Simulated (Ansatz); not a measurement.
Working through a scan of one input key of TcB, space group P6_3/mmc

Program: the Python package of Ansatz (0.2.0).

Input file `tcb.cif`:
```cif
data_TcB
_cell_length_a 2.875432
_cell_length_b 2.875432
_cell_length_c 5.945857
_cell_angle_alpha 90.00000
_cell_angle_beta 90.00000
_cell_angle_gamma 120.00000
_symmetry_space_group_name_H-M 'P 1'
_symmetry_Int_Tables_number 1
loop_
_symmetry_equiv_pos_as_xyz
'x, y, z'
loop_
_atom_site_label
_atom_site_type_symbol
_atom_site_fract_x
_atom_site_fract_y
_atom_site_fract_z
Tc1 Tc    0.000000    0.000000    0.000000
Tc2 Tc    0.000000    0.000000    0.500000
B3 B    0.666667    0.333333    0.750000
B4 B    0.333333    0.666667    0.250000
```

Notebook, run cell by cell (the value of a cell's last expression is shown):

```python
import warnings

import ansatz
from ase.io import read
```

```python
warnings.simplefilter("ignore", ansatz.DeckWarning)
```

```python
atoms = read("tcb.cif")
system = ansatz.Crystal.from_ase(atoms)

calculation = (
    system.calculation()
    .functional("lda")
    .pseudopotentials("paw")
    .kpoints(density=3.4)
    .occupations("fermi_dirac", width=0.1)
    .band_table()
)
typed = calculation.input()
rows = []
for value in [4, 6, 9]:
    edited = typed.set(ansatz.key.basis.ecutrho_ratio, value)
    rep = ansatz.Session.from_dict(edited).plan().execute().report
    rows.append((value, rep["free_energy_ev"], rep["n_iterations"], len(rep["eigenvalues_ev"][0]) if "eigenvalues_ev" in rep else 0))
for row in rows:
    print("; ".join(f"{name} = {round(v, 4) if isinstance(v, float) else v}" for name, v in zip(["density ratio", "F eV", "iterations", "bands listed"], row)))
```

    density ratio = 4; F eV = -10862.9986; iterations = 7; bands listed = 22
    density ratio = 6; F eV = -10862.9986; iterations = 7; bands listed = 22
    density ratio = 9; F eV = -10862.9986; iterations = 7; bands listed = 22

Absolute energies stand on the zero of these potentials, so only differences at equal settings mean something. A total without «per atom» is that of the whole cell that was run. For a metal this k-point mesh is coarse: on a finer one energies can move by several to tens of meV an atom and pressures by half a GPa or more, differences at one mesh by less. This cell is a computed structure, which may not be the phase found in nature. Hardware and time: 5.6 s on 1 thread of Arm Neoverse V2, on a shared host, peak memory 0.46 GiB.
